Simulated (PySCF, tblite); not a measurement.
# C₆H₁₀B₂F₂: geometry, infrared bands and NMR shifts

What infrared bands and NMR shifts should C₆H₁₀B₂F₂ (`C=C1[C@@H](B(C)C)[C@H]1B(F)F`) show?

The runs use tblite 0.8.0 and PySCF 2.14.0, with density-fitted response routines of our own; the level of theory stands in each step. All values are computed, except where a source is named. Atoms count from 0, in the outputs and in this text.

### Step 1. The starting structure

20 atoms, charge 0, multiplicity 1; geometry from: force field or distance geometry start.

Bonds of the start (Å): C0–C1 1.32, C1–C2 1.51, C2–B3 1.58, B3–C4 1.60, B3–C5 1.61, C2–C6 1.50, C6–B7 1.56, B7–F8 1.47, B7–F9 1.45, C6–C1 1.48, C0–H10 1.10, C0–H11 1.07, C2–H12 1.10, C4–H13 1.13, C4–H14 1.09, C4–H15 1.10, C5–H16 1.09, C5–H17 1.11, C5–H18 1.12, C6–H19 1.12.

### Step 2. Optimising the geometry with GFN2-xTB

The job: settings as JSON, then the geometry in Å.

```
{"job": {"kind": "relax", "xc": "GFN2-xTB", "basis": "xTB"}, "charge": 0, "multiplicity": 1}
C      0.352700     0.708900    -2.444500
C      0.825900     0.438600    -1.247300
C      0.840200     0.604000     0.249700
B     -0.500100     0.060000     0.890000
C     -1.647200    -0.548400    -0.044700
C     -1.093100     0.963700     2.079400
C      1.808600    -0.309600    -0.436400
B      1.645300    -1.820000    -0.097200
F      2.396000    -2.319400     1.057800
F      0.505100    -2.641300    -0.469700
H     -0.486200     1.406500    -2.579000
H      0.782400     0.227600    -3.302100
H      1.311900     1.482800     0.720500
H     -2.416500     0.270900    -0.124300
H     -1.312600    -0.726100    -1.068900
H     -2.144100    -1.387700     0.469200
H     -1.727800     0.380900     2.753300
H     -0.261700     1.485600     2.588500
H     -1.752300     1.706900     1.556500
H      2.868500     0.026900    -0.553800
```

Launch:

```sh
> OMP_NUM_THREADS=1 python probes_run.py task.json out
```

One launch serves the whole session: the jobs run in the order shown.

**Question.** This job is followed by: GFN2-xTB harmonic vibrations, gas phase; GIAO PBE0/pcSseg-1 NMR shielding, non-relativistic, gas phase. What will the session give for the following? strongest single infrared mode (GFN2-xTB); zero-point energy (GFN2-xTB); 13C shifts against TMS (PBE0/pcSseg-1, means over atoms taken as alike); 1H shifts against TMS (PBE0/pcSseg-1, means over atoms taken as alike); 11B shifts against BF3·OEt2 (PBE0/pcSseg-1); 19F shifts against CFCl3 (PBE0/pcSseg-1, means over atoms taken as alike).

As calculated:

| quantity | value |
| --- | --- |
| strongest single infrared mode (GFN2-xTB) | 1326 cm⁻¹, 394 km/mol |
| zero-point energy (GFN2-xTB) | 94.3 kcal/mol |
| 13C shifts against TMS (PBE0/pcSseg-1, means over atoms taken as alike) | 147.2, 106.0, 26.6, 14.5, 11.4 ppm |
| 1H shifts against TMS (PBE0/pcSseg-1, means over atoms taken as alike) | 5.73, 5.68, 1.98, 1.52, 0.92 ppm |
| 11B shifts against BF3·OEt2 (PBE0/pcSseg-1) | 86.9, 27.3 ppm |
| 19F shifts against CFCl3 (PBE0/pcSseg-1, means over atoms taken as alike) | -71.3 ppm |

In words: Over 102 steps the energy fell by 1.462 eV; of the close pairs, B7–F8 changed most, 1.465 to 1.326 Å. All 54 modes are real, so the xTB geometry is a minimum. The strongest single mode, at 1326 cm⁻¹, is spread over many atoms; the largest shares are those of B7, C6. GFN2-xTB is a fitted tight-binding method: band positions and strengths are rough. Its intensities can rank the bands wrongly. C1 (fully substituted alkene carbon) lies farthest downfield among carbon, at 147.2 ppm; an sp2 carbon of a C=C bond. At PBE0/pcSseg-1: Shielding is most anisotropic at F8, F9 (span 286 ppm, paramagnetic term -227 ppm).
